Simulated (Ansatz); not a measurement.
# Ge2Cl (quartet): from Hartree-Fock to the top rungs, cc-pVTZ

An exercise on one series of results from a longer session: the logs are not shown, and one member is left open.

Program: Ansatz 0.2.0, Gaussian basis. Level of theory: cc-pVTZ, core rule «outside noble gas», up to 33 orbitals frozen. These are calculated values, not measurements.

To be run: UHF; CCSD(T) on ROHF; CCSD(T) on UHF; BCCD(T) on ROHF; CCSDT(Q) on ROHF; CCSDT(Q) on UHF.

7 further runs of the same task are left out: 2 for a known fault of the program, 5 set aside as unsound or not needed. Runs told in other sessions of the task aren't counted.

### What is computed

The geometry is a PBE0/def2-TZVP stationary point (not a proven minimum) of the parent state, kept for this charge and spin. No spin-orbit coupling is included. The filled d shell of Ge may be among the frozen orbitals whatever the setting's name suggests.

3 atoms, charge 0, spin multiplicity 4.

Atoms are counted from 1 here; the program's logs count them from 0.

Bond lengths: Cl1–Ge2 2.397 Å, Cl1–Ge3 2.397 Å, Ge2–Ge3 2.434 Å. Angles: Ge2–Cl1–Ge3 61.0°, Cl1–Ge2–Ge3 59.5°, Cl1–Ge3–Ge2 59.5°.

Set-up of the first run:

in.yaml

```yaml
crystal:
  periodic: [false, false, false]
  atoms:
    - {symbol: Cl, position_ang: [0.000000, -1.659843, 0.000000]}
    - {symbol: Ge, position_ang: [0.000000, 0.405055, 1.216973]}
    - {symbol: Ge, position_ang: [0.000000, 0.405055, -1.216973]}
basis:
  gaussian: {orbitals: cc-pVTZ}
magnetization: {spin_polarized: true, initial_magnetization: 3}
hamiltonian: {xc: hf}
output: {orbitals: {seedname: orbitals}}
```

Command:

```sh
$ ansatz run in.yaml --threads 1 --pin off --events-out ev --progress --plain --max-ram 4096MiB --backend cpu
```

Among the steps run: UHF; CCSD(T) on ROHF; CCSD(T) on UHF; BCCD(T) on ROHF; CCSDT(Q) on ROHF; CCSDT(Q) on UHF.

One table of the session follows, with a row left open; its other results are not shown here.

| method | from UCCSDT(Q) (kJ/mol) |
| --- | --- |
| ROHF | +1043.7 |
| UHF | +1016.9 |
| RMP2 | ? |
| UMP2 | +148.7 |
| RCCSD | +57.5 |
| UCCSD | +55.3 |
| RCCSD(T) | +8.1 |
| UCCSD(T) | +7.0 |
| BCCD(T) | +8.0 |
| RCCSDT | +4.5 |
| UCCSDT | +2.9 |
| RCCSDT(Q) | +1.7 |
| UCCSDT(Q) | 0 |

Estimate the missing values for RMP2.

**Answer.** from UCCSDT(Q) (kJ/mol): +142.7. In the column «from UCCSDT(Q) (kJ/mol)» it lies between RCCSD (+57.5) and UMP2 (+148.7).

To keep in mind: Restricted and unrestricted rows rest on different reference determinants; a gap between their highest levels can come from leftover correlation error, from unlike frozen cores or from another state.
